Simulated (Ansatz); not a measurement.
Write a Python script for Ansatz 0.2.0, Python API that makes harmonic frequencies at the relaxed geometry of F2H3SbSi, SMILES [F][Sb]([F])[SiH3]. Settings (for the species named): B3LYP, def2-SVP basis, multiplicity 1, D4 dispersion.

```xyz
7

F    -0.0013   -1.6449    1.8374
Sb    0.9798    0.0396    1.3532
F     2.1713   -0.9893    0.1444
Si   -0.4974    0.5633   -0.5651
H     0.0416    1.5616   -1.4488
H    -1.8479    1.0745   -0.0362
H    -0.7849   -0.6727   -1.3307
```

`run_freq.py`:
```python
"""Harmonic frequencies of F2H3SbSi at its relaxed geometry."""

import itertools

import ansatz as az
from ase.data import atomic_numbers, covalent_radii
import numpy as np

GEOMETRY = """
F    -0.00130   -1.64490    1.83740
Sb    0.97980    0.03960    1.35320
F     2.17130   -0.98930    0.14440
Si   -0.49740    0.56330   -0.56510
H     0.04160    1.56160   -1.44880
H    -1.84790    1.07450   -0.03620
H    -0.78490   -0.67270   -1.33070
"""


def main() -> None:
    geometry = az.Crystal.molecule()
    for line in GEOMETRY.strip().splitlines():
        symbol, *xyz = line.split()
        geometry = geometry.atom(symbol, [float(v) for v in xyz])

    calc = geometry.calculation().basis(gaussian="def2-SVP").functional("b3lyp", dispersion="d4")
    symbols = [site.symbol for site in geometry.cartesian_sites]
    start = np.array([site.position_ang for site in geometry.cartesian_sites], dtype=float)
    data = calc.relax(force_tolerance=0.003).run(threads=1).report
    end = np.array(data["positions_ang"])

    # pairs closer than 1.2 times the sum of covalent radii, before or after
    radius = [covalent_radii[atomic_numbers[s]] for s in symbols]
    span = lambda where, i, j: np.linalg.norm(where[i] - where[j])
    bonded = [(i, j) for i, j in itertools.combinations(range(len(symbols)), 2) if min(span(start, i, j), span(end, i, j)) < 1.2 * (radius[i] + radius[j])]
    print("pair        before    after (A)")
    for i, j in bonded:
        print(f"{symbols[i]}{i}-{symbols[j]}{j}".ljust(10), f"{span(start, i, j):8.4f} {span(end, i, j):8.4f}")
    for first, second in list(itertools.combinations(bonded, 2)):
        shared = set(first) & set(second)
        if shared and symbols[(j := shared.pop())] != "H":
            i, k = sorted((set(first) | set(second)) - {j})
            u, v = end[i] - end[j], end[k] - end[j]
            angle = np.degrees(np.arccos(np.clip(u @ v / np.linalg.norm(u) / np.linalg.norm(v), -1, 1)))
            print(f"final angle {symbols[i]}{i}-{symbols[j]}{j}-{symbols[k]}{k}: {angle:.2f} deg")

    # frequencies need a stationary point, so they are taken at the relaxed geometry
    minimum = az.Crystal.molecule()
    for symbol, place in zip(symbols, end):
        minimum = minimum.atom(symbol, place.tolist())
    vibrating = (
        minimum.calculation()
        .basis(gaussian="def2-SVP")
        .functional("b3lyp", dispersion="d4")
        .phonons(temperatures=(298.15, 498.15, 100))
    )
    vib = vibrating.run(threads=1).report["vibrations"]
    sums = vib["harmonic_sums"]
    modes = [m["omega_inv_cm"] for m in sums["modes_at_gamma"] if m["rigid_motion"] == "no"]
    print("frequencies (1/cm):", " ".join(f"{w:.0f}" for w in modes))
    print("imaginary modes:", sum(w < 0 for w in modes), " zero-point energy:", round(sums["zero_point_energy_ev"], 4), "eV")
    print("T (K)   F_vib (eV)   S_vib (meV/K)   C_vib (meV/K)")
    for row in zip(sums["temperatures_k"], sums["vibrational_free_energy_ev"], vib["entropy_ev_per_k"], vib["heat_capacity_ev_per_k"]):
        print(f"{row[0]:6.1f} {row[1]:11.4f} {1000 * row[2]:13.4f} {1000 * row[3]:15.4f}")


if __name__ == "__main__":
    main()
```

```console
$ python run_freq.py
pair        before    after (A)
F0-Sb1       2.0086   1.9509
Sb1-F2       1.9848   1.9509
Sb1-Si3      2.4771   2.6292
Si3-H4       1.4381   1.4926
Si3-H5       1.5378   1.4927
Si3-H6       1.4821   1.4877
final angle F0-Sb1-F2: 96.48 deg
final angle F0-Sb1-Si3: 90.45 deg
final angle F2-Sb1-Si3: 90.40 deg
final angle Sb1-Si3-H4: 109.71 deg
final angle Sb1-Si3-H5: 109.75 deg
final angle Sb1-Si3-H6: 107.34 deg
final angle H4-Si3-H5: 109.22 deg
final angle H4-Si3-H6: 110.40 deg
final angle H5-Si3-H6: 110.40 deg
frequencies (1/cm): 86 115 126 198 294 470 473 614 619 852 932 937 2209 2223 2249
imaginary modes: 0  zero-point energy: 0.7686 eV
T (K)   F_vib (eV)   S_vib (meV/K)   C_vib (meV/K)
 298.1      0.6697        0.7057          0.6705
 398.1      0.5884        0.9166          0.7866
 498.1      0.4873        1.1024          0.8701
```

Notes:
- The frequencies are harmonic and unscaled, in a modest basis. The result belongs to the one conformer reached from this start, and soft torsions count as harmonic oscillators.
- def2 sets replace the cores of elements past krypton by effective core potentials.
- b3lyp holds the VWN-RPA fit, as in Gaussian; the form of ORCA and Turbomole is b3lyp5.
- Finished in 2.1 min on 1 thread of Arm Neoverse V2 (shared host), peak memory 0.27 GiB.

(Lines on the test bed's own set-up are left out of the output.)
